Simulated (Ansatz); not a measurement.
What does this script print? It uses the Ansatz DFT code, driven from Python.

`bde_clfh2nov.py`:
```python
"""Cost of removing each kind of hydrogen from ClFH2NOV, fragments frozen."""

import ansatz as az
from ase import Atoms


def energy_of(molecule, charge=0, unpaired=0):
    calc = (
        molecule.calculation()
        .basis(gaussian="def2-TZVP")
        .functional("pbe")
    )
    if charge:
        calc = calc.charge(charge)
    if unpaired:
        calc = calc.spin("collinear", total=unpaired)
    return calc.run(threads=1, backend="cpu").report["free_energy_ev"]

def without(molecule, index):
    rest = az.Crystal.molecule()
    for i, site in enumerate(molecule.cartesian_sites):
        if i != index:
            rest = rest.atom(site.symbol, site.position_ang)
    return rest

atoms = Atoms(["N", "V", "O", "F", "Cl", "H", "H"], positions=[
    (-0.5305, 0.1892, 1.2537),
    (0.255, -0.4438, -0.5051),
    (1.6215, -1.4406, -0.1493),
    (-0.9628, -1.4675, -1.4817),
    (0.9317, 1.3789, -1.8177),
    (0.1187, 0.892, 1.6782),
    (-1.3724, 0.8238, 0.9761),
])
geometry = az.Crystal.molecule_from_ase(atoms)

whole = energy_of(geometry, 0)
hydrogen = energy_of(az.Crystal.molecule().atom("H", (0, 0, 0)), 0, 1)
print(f"E(molecule) = {whole:.5f} eV, E(H) = {hydrogen:.5f} eV")
for index in [6]:
    radical = energy_of(without(geometry, index), 0, 1)
    print(f"H{index}: homolysis {(radical + hydrogen - whole):.3f} eV")
```

Running `python bde_clfh2nov.py` prints:
```text
E(molecule) = -44487.10010 eV, E(H) = -13.59523 eV
H6: homolysis 4.699 eV
```

What to keep in mind:
- Total energies depend on the basis set; only differences at equal settings carry meaning.
- The geometry is a force-field or estimated start, not a minimum of this method, and the basis set is short of its limit. All parts are taken at fixed geometry, without zero-point energy.
- This functional overbinds, so such energies come out a few per cent too high (LDA far more).
- Wall time of the script: 22 s on 1 thread of Arm Neoverse V2, with other jobs on the host, peak memory 0.37 GiB.
